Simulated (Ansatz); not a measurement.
# H4C: the cost of one run

Program: Ansatz 0.2.0. Level of theory: DFT LDA, plane waves, PAW, scalar-relativistic, no spin polarisation. These are calculated values, not measurements.

## 1. The system as given

The cell holds 40 atoms (C8H32): a = 7.388 Å, b = 7.388 Å, c = 7.388 Å, α = 90.00°, β = 90.00°, γ = 90.00°.

The coordinates stand in the first input below.

## 2. Preparing the start

input.yaml

```yaml
accuracy: low
crystal:
  lattice:
    - [7.387659, 0.0, 0.0]
    - [0.0, 7.387659, 0.0]
    - [0.0, 0.0, 7.387659]
  atoms:
    - { symbol: C, position: [0.4534712, 0.6890805, 0.3855286] }
    - { symbol: H, position: [0.5308629, 0.753611, 0.4932411] }
    - { symbol: H, position: [0.4075484, 0.5563895, 0.4306932] }
    - { symbol: H, position: [0.5387665, 0.673595, 0.2661948] }
    - { symbol: H, position: [0.3367071, 0.7727263, 0.3519854] }
    - { symbol: C, position: [0.7402761, 0.199267, 0.3425703] }
    - { symbol: H, position: [0.7574148, 0.0654178, 0.2830195] }
    - { symbol: H, position: [0.8102407, 0.2046846, 0.4723055] }
    - { symbol: H, position: [0.5966614, 0.2259646, 0.3630075] }
    - { symbol: H, position: [0.7967875, 0.301001, 0.2519486] }
    - { symbol: C, position: [0.3579635, 0.1609313, 0.9220181] }
    - { symbol: H, position: [0.408585, 0.1098586, 1.0507996] }
    - { symbol: H, position: [0.3488647, 0.0499643, 0.8252753] }
    - { symbol: H, position: [0.4501183, 0.2638254, 0.8702885] }
    - { symbol: H, position: [0.2242859, 0.2200771, 0.941709] }
    - { symbol: C, position: [0.1355425, 0.7776748, 0.914447] }
    - { symbol: H, position: [0.2641113, 0.8427727, 0.8830153] }
    - { symbol: H, position: [0.0681179, 0.8517245, 1.0227346] }
    - { symbol: H, position: [0.1600257, 0.6387995, 0.9576889] }
    - { symbol: H, position: [0.049915, 0.7774024, 0.7943492] }
    - { symbol: C, position: [0.9311049, 0.5045283, 0.7365732] }
    - { symbol: H, position: [0.8612899, 0.6339926, 0.725597] }
    - { symbol: H, position: [1.031377, 0.4934637, 0.6289686] }
    - { symbol: H, position: [0.8333686, 0.3947575, 0.724178] }
    - { symbol: H, position: [0.9983843, 0.4958992, 0.867549] }
    - { symbol: C, position: [0.2381797, 0.218275, 0.3430149] }
    - { symbol: H, position: [0.2942378, 0.2025872, 0.4785399] }
    - { symbol: H, position: [0.1777929, 0.0908551, 0.299734] }
    - { symbol: H, position: [0.3457222, 0.256023, 0.2493915] }
    - { symbol: H, position: [0.1349661, 0.3236348, 0.3443943] }
    - { symbol: C, position: [0.925023, 0.7793453, 0.321656] }
    - { symbol: H, position: [1.0106178, 0.8639198, 0.4069574] }
    - { symbol: H, position: [0.8398581, 0.694049, 0.4066684] }
    - { symbol: H, position: [1.009743, 0.6943278, 0.2359228] }
    - { symbol: H, position: [0.8398731, 0.8650847, 0.2370753] }
    - { symbol: C, position: [0.5880156, 0.0484854, 0.6305885] }
    - { symbol: H, position: [0.5370604, 0.0341523, 0.4929158] }
    - { symbol: H, position: [0.7333459, 0.0233365, 0.6320921] }
    - { symbol: H, position: [0.5203727, -0.0487996, 0.7184275] }
    - { symbol: H, position: [0.5612834, 0.1852525, 0.6789185] }
basis:
  ecutwfc: 420.0
kpoints:
  mp_grid: { grid: [1, 1, 1] }
hamiltonian:
  xc: lda
scf:
  occupations: { method: fermi_dirac, width: 0.02 }
  lower_state_search: "off"
relax:
  f_tol: 0.3
  max_steps: 15
  adjacent_minimum: "off"
```

Command:

```
$ ansatz run input.yaml --threads 1 --pin off --max-ram 3072MiB --backend cpu --events-out ev --progress --plain --runs-dir out
```

Q: Estimate wall time and peak memory on 1 thread of Intel Xeon Platinum 8488C (Sapphire Rapids), shared host.

About 9.1 s, with a peak of 0.42 GiB.
